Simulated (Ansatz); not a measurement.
# YLu2F: the cost of one run

Program: Ansatz 0.2.0. Level of theory: DFT PBE, scalar-relativistic, plane waves, PAW. These are calculated values, not measurements.

## 1. Starting point

The structure is trigonal, space group R-3m (No. 166). Conventional cell: a = 5.399 Å, b = 5.399 Å, c = 9.602 Å, α = 90.00°, β = 90.00°, γ = 120.00°. Y (site symmetry -3m) is surrounded by 8 Lu at 3.12 Å and 6 F at 3.50 Å. Around Lu (site symmetry 3m) lie 1 F at 1.68 Å. F (site symmetry -3m) is surrounded by 2 Lu at 1.68 Å.

As a file:

```cif
data_structure
_symmetry_space_group_name_H-M 'P 1'
_symmetry_Int_Tables_number 1
_cell_length_a 4.4676
_cell_length_b 4.4676
_cell_length_c 4.4676
_cell_angle_alpha 74.342
_cell_angle_beta 74.342
_cell_angle_gamma 74.342
_cell_volume 80.79
loop_
_atom_site_label
_atom_site_type_symbol
_atom_site_fract_x
_atom_site_fract_y
_atom_site_fract_z
_atom_site_occupancy
Y1 Y 0.00000 0.00000 0.00000 1
Lu1 Lu 0.67505 0.67505 0.67505 1
Lu2 Lu 0.32495 0.32495 0.32495 1
F1 F 0.50000 0.50000 0.50000 1
```

Recipe of the guess: random cell by space group and Wyckoff sites (R-3m, No. 166). The dimensions are guesses.

## 2. A first look at the guess

input.yaml reads:

```yaml
crystal:
  lattice:
    - [2.69930394, 1.55844386, 3.20066449]
    - [-2.69930394, 1.55844386, 3.20066449]
    - [0.0, -3.11688771, 3.20066449]
  atoms:
    - { symbol: "Y", position: [0.0, 0.0, 0.0] }
    - { symbol: Lu, position: [0.67504948, 0.67504948, 0.67504948] }
    - { symbol: Lu, position: [0.32495052, 0.32495052, 0.32495052] }
    - { symbol: F, position: [0.5, 0.5, 0.5] }
basis:
  ecutwfc: 420
kpoints:
  mp_grid: { grid: [6, 6, 6] }
hamiltonian:
  xc: pbe
scf:
  occupations: { method: gaussian, width: 0.1 }
  lower_state_search: "off"
output:
  forces: true
  stress: true
  eigenvalues: true
```

Run with:

```sh
$ ansatz run input.yaml --threads 1 --pin off --max-ram 2560MiB --backend cpu --events-out ev --progress --plain --runs-dir out
```

Q: Estimate wall time and peak memory on 1 thread of Arm Neoverse V1, shared host.

About 9.7 s, with a peak of 0.39 GiB.
